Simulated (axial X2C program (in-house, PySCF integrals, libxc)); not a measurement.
# RuN: from the state search to constants

What are the state, bond length, wavenumber and bond energy of RuN, and what does spin–orbit coupling change?

Method: all-electron X2C, Ru dyall-cv3z, N dyall-av3z; program: an in-house X2C program for linear molecules on PySCF integrals.

All values are calculated.

## (1) Set-up

File task.json:

```json
{
 "zs": [
  44,
  7
 ],
 "q": 0,
 "bas": [
  "dyall-cv3z",
  "dyall-av3z"
 ],
 "levels": [
  "PBE0",
  "HF",
  "B3LYP"
 ],
 "cc": true,
 "r0": 1.74,
 "thr": -2.0,
 "nmax": 110,
 "npts": 10,
 "nst": 2,
 "ntry": 8
}
```

Keys: zs atomic numbers; q charge; bas basis sets; levels methods (HF also brings MP2); cc coupled cluster on or off; r0 starting distance in Å; thr threshold in hartree for freezing inner shells (an s shell follows its p shell); nmax most natural virtual spinors; npts points asked for on the curve; nst determinants followed; ntry starts of the search.

Command:

```
> python so2c.py task.json out
```

Spin-free means the one-electron spin-free X2C Hamiltonian; two-component (2c) means X2C with spin–orbit coupling and atomic mean-field two-electron Coulomb and Gaunt terms. Basis: Ru dyall-cv3z contracted to [12s12p8d5f3g], N dyall-av3z contracted to [7s7p3d2f]; Gaussian nuclei, density fitting. Masses: Ru 101.904 u, N 14.003 u.

Notation: σ, π±, δ± give the projection m of an orbital's angular momentum (0, ±1, ±2), α and β its spin, Λ and M_S the sums; ω is the projection of a spinor's total angular momentum and Ω the sum. Logs are in hartree.

The results follow Hamiltonian by Hamiltonian and level by level.

## (2) Search for the lowest determinant

PBE0 moves the distance from 1.740 Å to 1.543 Å and compares determinants there.

Spin-free determinants:

```
ΔE (eV)             state                                   open shells
   0.00  M_S = 1/2, Λ = 0                      beyond closed shells: σα
   1.01  M_S = 3/2, Λ = 3  beyond closed shells: σα, π+α, δ+α, δ+β, δ-α
   1.01  M_S = 3/2, Λ = 1  beyond closed shells: σα, π-α, δ+α, δ+β, δ-α
   1.01  M_S = 1/2, Λ = 1                     beyond closed shells: π+α
   1.20  M_S = 1/2, Λ = 2           beyond closed shells: δ+α, δ+β, δ-α
   1.45  M_S = 1/2, Λ = 3  beyond closed shells: σα, π+β, δ+α, δ+β, δ-α
   1.57  M_S = 1/2, Λ = 3  beyond closed shells: σα, π+α, δ+α, δ+β, δ-β
```

Two-component determinants:

```tsv
ΔE (eV)	state	open shells
0.00	Ω = 1/2	excess of +ω over −ω: ω = 1/2
0.83	Ω = 5/2	excess of +ω over −ω: ω = 5/2
0.95	Ω = 9/2	excess of +ω over −ω: ω = 1/2, ω = 3/2, ω = 5/2
1.08	Ω = 3/2	excess of +ω over −ω: ω = 3/2
1.08	Ω = 3/2	excess of +ω over −ω: ω = 3/2
1.27	Ω = 7/2	excess of +ω over −ω: 2 × ω = 1/2, ω = 5/2
1.48	Ω = 3/2	excess of +ω over −ω: ω = 1/2, ω = -3/2, ω = 5/2
```

## (3) PBE0, spin-free

State followed: M_S = 1/2, Λ = 0 (beyond closed shells: σα). The scan is laid around 1.543 Å, a first estimate of the minimum, and this SCF restarts from the orbitals of the search.

The SCF at the reference distance of 1.543 Å:

```text
spin-free X2C-1e  PBE0
basis functions 207  fitting functions 961  grid points 5071
iter        total energy     max residual
   1      -4584.797588889     4.77e-06
   2      -4584.797588890     4.95e-06
converged
one-electron -6529.87678216  Coulomb 1980.70261629  exact exchange -34.70757202  xc functional -106.54552110  nuclear repulsion 105.62967010
```

Along the bond, energies from the lowest point:

| R (Å) | E (eV) | μ (D) | HOMO (eV) | LUMO (eV) | iterations |
| --- | --- | --- | --- | --- | --- |
| 1.342 | 2.0079 | -0.48 | -5.00 | -2.55 | 15 |
| 1.404 | 0.8454 | -0.94 | -5.12 | -2.66 | 15 |
| 1.450 | 0.3376 | -1.28 | -5.21 | -2.74 | 15 |
| 1.497 | 0.0727 | -1.62 | -5.29 | -2.80 | 15 |
| 1.543 | 0.0000 | -1.95 | -5.36 | -2.85 | 2 |
| 1.597 | 0.1022 | -2.33 | -5.44 | -2.90 | 16 |
| 1.651 | 0.3543 | -2.70 | -5.51 | -2.93 | 17 |
| 1.720 | 0.8235 | -3.09 | -5.61 | -2.93 | 20 |
| 1.805 | 1.4272 | -3.28 | -5.70 | -2.86 | 19 |
| 1.929 | 2.1406 | -3.51 | -5.54 | -2.77 | 16 |

Dipoles are positive if N is the positive end.

Outer orbitals at the reference distance:

```json
{"symmetry": "σα", "occupied": "yes", "ε (eV)": "-21.30", "atomic character": "57% N s, 22% Ru d, 9% Ru p"}
{"symmetry": "σβ", "occupied": "yes", "ε (eV)": "-21.30", "atomic character": "57% N s, 22% Ru d, 9% Ru p"}
{"symmetry": "σα", "occupied": "yes", "ε (eV)": "-11.01", "atomic character": "46% N p, 37% Ru d, 10% N s"}
{"symmetry": "π-α", "occupied": "yes", "ε (eV)": "-10.77", "atomic character": "48% Ru d, 46% N p, 2% Ru f"}
{"symmetry": "π+α", "occupied": "yes", "ε (eV)": "-10.77", "atomic character": "48% Ru d, 46% N p, 2% Ru f"}
{"symmetry": "π+β", "occupied": "yes", "ε (eV)": "-10.70", "atomic character": "48% N p, 46% Ru d, 2% Ru f"}
{"symmetry": "π-β", "occupied": "yes", "ε (eV)": "-10.70", "atomic character": "48% N p, 46% Ru d, 2% Ru f"}
{"symmetry": "σβ", "occupied": "yes", "ε (eV)": "-10.68", "atomic character": "48% N p, 35% Ru d, 10% N s"}
{"symmetry": "δ-α", "occupied": "yes", "ε (eV)": "-6.80", "atomic character": "96% Ru d"}
{"symmetry": "δ+α", "occupied": "yes", "ε (eV)": "-6.80", "atomic character": "96% Ru d"}
{"symmetry": "δ-β", "occupied": "yes", "ε (eV)": "-6.45", "atomic character": "96% Ru d"}
{"symmetry": "δ+β", "occupied": "yes", "ε (eV)": "-6.45", "atomic character": "96% Ru d"}
{"symmetry": "σα", "occupied": "yes", "ε (eV)": "-5.36", "atomic character": "52% Ru s, 22% N p, 11% Ru d"}
{"symmetry": "σβ", "occupied": "no", "ε (eV)": "-2.85", "atomic character": "54% Ru s, 20% N p, 11% Ru d"}
{"symmetry": "π-α", "occupied": "no", "ε (eV)": "-2.43", "atomic character": "37% Ru d, 28% N p, 28% Ru p"}
{"symmetry": "π+α", "occupied": "no", "ε (eV)": "-2.43", "atomic character": "37% Ru d, 28% N p, 28% Ru p"}
{"symmetry": "π-β", "occupied": "no", "ε (eV)": "-2.07", "atomic character": "42% Ru d, 29% N p, 20% Ru p"}
```

PBE0 fields in the half plane through the axis: z from -2.4 to 3.9 Å across, distance from the axis 0.15 to 2.25 Å upwards; Ru lies at z = 0 and N at z = 1.543 Å; the ELF is damped to zero where the density is low.

log10 density (e/bohr³). Ten even steps from '0' (-5.49 ) to '9' (1.72 ):
```
2222333333333222211000
2223334444433333221100
2233344444444433322110
2333445555544444333211
2334455565555555443221
3334456676666665543321
3344556777666666544322
3344567898777876654322
```

ELF. Ten even steps from '0' (0.00 ) to '9' (0.93 ):
```
0001233322100000000000
0012333332110000000000
0123333332111111000000
1222222332223333210000
2221112343236666542000
2321013675248889874100
3321126757468789986300
3321158262765719997300
```

Re = 1.541 Å, ωe = 1245 cm⁻¹, Be = 0.5768 cm⁻¹, De = 4.61 eV, μ = -1.94 D.

## (4) HF, spin-free

The SCF at the reference distance of 1.543 Å:

```text
spin-free X2C-1e  HF
basis functions 207  fitting functions 961  grid points 5071
iter        total energy     max residual
   1      -4582.374783836     2.81e-01
   2      -4582.400518270     1.32e-02
   3      -4582.396619134     2.20e-02
   4      -4582.404325222     3.31e-03
   5      -4582.404732020     2.26e-03
   6      -4582.404934905     1.86e-03
   7      -4582.405165298     1.45e-03
   8      -4582.405362970     1.53e-03
   9      -4582.405370415     1.54e-03
  10      -4582.404993747     1.13e-03
  11      -4582.404694395     8.06e-04
  12      -4582.404683532     4.55e-04
  13      -4582.404691648     2.73e-04
  14      -4582.404700324     1.95e-04
  15      -4582.404705697     1.28e-04
  16      -4582.404706226     7.09e-05
  17      -4582.404706401     3.91e-05
  18      -4582.404706435     8.79e-06
  19      -4582.404706439     4.25e-06
  20      -4582.404706440     1.33e-06
converged
one-electron -6527.76675375  Coulomb 1978.61404337  exact exchange -138.88166616  xc functional 0.00000000  nuclear repulsion 105.62967010
```

On the way the iterations pass 0.018 eV below the final energy, so this may not be the lowest solution of its occupation.

No constants are quoted: the points don't follow one smooth fit.

## (5) B3LYP, spin-free

Output at 1.543 Å:

```text
spin-free X2C-1e  B3LYP
basis functions 207  fitting functions 961  grid points 5071
iter        total energy     max residual
   1      -4585.251929753     5.50e-02
   2      -4585.252671559     7.37e-03
   3      -4585.237243658     3.33e-02
   4      -4585.253480509     1.31e-03
   5      -4585.253510678     5.96e-04
   6      -4585.253514244     2.52e-04
   7      -4585.253514996     8.91e-05
   8      -4585.253515232     3.57e-05
   9      -4585.253515417     1.44e-05
  10      -4585.253515433     3.67e-06
  11      -4585.253515434     1.02e-06
converged
one-electron -6529.73694210  Coulomb 1980.55585220  exact exchange -27.76241225  xc functional -113.93968337  nuclear repulsion 105.62967010
```

Re = 1.556 Å, ωe = 1211 cm⁻¹, Be = 0.5658 cm⁻¹, De = 4.89 eV, μ = -2.00 D.

## (6) MP2 and beyond, spin-free

Correlated methods: 13 electrons correlated (frozen shells, counted by type: Ru 4 s, 3 p, 1 d; N 1 s), 289 virtual spinors in MP2, 110 natural virtuals in coupled cluster.

Output of the correlated part at 1.543 Å:

```text
correlated 13  virtual 289  natural virtual 110  E(MP2) -0.605012943  MP2 remainder -0.022795717
iter   CCSD correlation   residual
   1     -0.440466129   4.40e-01
   2     -0.497941151   2.63e-01
   3     -0.500935117   4.35e-02
   4     -0.502552711   2.15e-02
   5     -0.503247602   7.45e-03
   6     -0.503324308   3.06e-03
   7     -0.503216171   1.55e-03
   8     -0.503258533   6.62e-04
   9     -0.503281172   2.73e-04
  10     -0.503271841   1.08e-04
  11     -0.503277102   5.62e-05
  12     -0.503276627   2.33e-05
  13     -0.503276036   9.67e-06
  14     -0.503276232   4.86e-06
  15     -0.503276007   2.44e-06
  16     -0.503276086   1.18e-06
  17     -0.503276085   5.52e-07
(T) -0.036297430  T1 0.0464  D1 0.0863  max T2 0.073
```

T1 in the output is the amplitude norm over the root of the electron number; divide by √2 for the Lee–Taylor value.

MP2: No constants are quoted: the reference is strongly spin-contaminated.

CCSD: No constants are quoted: the points don't follow one smooth fit.

CCSD(T): No constants are quoted: the points don't follow one smooth fit.

## (7) A higher determinant, spin-free

State: M_S = 3/2, Λ = 3 (beyond closed shells: σα, π+α, δ+α, δ+β, δ-α).

Output at the reference distance:

```text
spin-free X2C-1e  PBE0
basis functions 207  fitting functions 961  grid points 5071
iter        total energy     max residual
   1      -4584.760597758     1.97e-06
   2      -4584.760597759     1.54e-06
converged
one-electron -6528.74085508  Coulomb 1979.62203637  exact exchange -34.72289284  xc functional -106.54855631  nuclear repulsion 105.62967010
```

| R (Å) | E above the lowest PBE0 point (eV) |
| --- | --- |
| 1.342 | 4.086 |
| 1.404 | 2.575 |
| 1.450 | 1.815 |
| 1.497 | 1.309 |
| 1.543 | 1.007 |
| 1.597 | 0.857 |
| 1.651 | 0.875 |
| 1.720 | 1.077 |
| 1.805 | 1.497 |

Re = 1.617 Å, ωe = 1068 cm⁻¹, ωexe = 4.92 cm⁻¹, Be = 0.5239 cm⁻¹, μ = -2.72 D. Te = 0.85 eV. As a difference of two determinants it need not be a gap between pure terms.

## (8) The spin-free curves together

Energy (eV) of the followed determinant, spin-free, from each level's lowest point:

| R (Å) | PBE0 | HF | MP2 (spin-contaminated) | CCSD | CCSD(T) | B3LYP |
| --- | --- | --- | --- | --- | --- | --- |
| 1.342 | 2.008 | 1.760 | 3.011 | n/a | n/a | 2.242 |
| 1.404 | 0.845 | 0.858 | 1.593 | 0.928 | 1.101 | 1.003 |
| 1.450 | 0.338 | 0.534 | 0.978 | 0.402 | 0.525 | 0.440 |
| 1.497 | 0.073 | n/a | n/a | n/a | n/a | 0.123 |
| 1.543 | 0.000 | 0.576 | 0.000 | 0.000 | 0.000 | 0.000 |
| 1.597 | 0.102 | 0.261 | 2.961 | 0.173 | 0.281 | 0.048 |
| 1.651 | 0.354 | 0.149 | 3.559 | 0.439 | 0.532 | 0.250 |
| 1.720 | 0.823 | 0.050 | 4.113 | 0.908 | 1.002 | 0.666 |
| 1.805 | 1.427 | 0.000 | 4.641 | n/a | n/a | 1.291 |
| 1.929 | 2.141 | 0.032 | 5.296 | n/a | n/a | 2.082 |

[end of part 1 of 2]
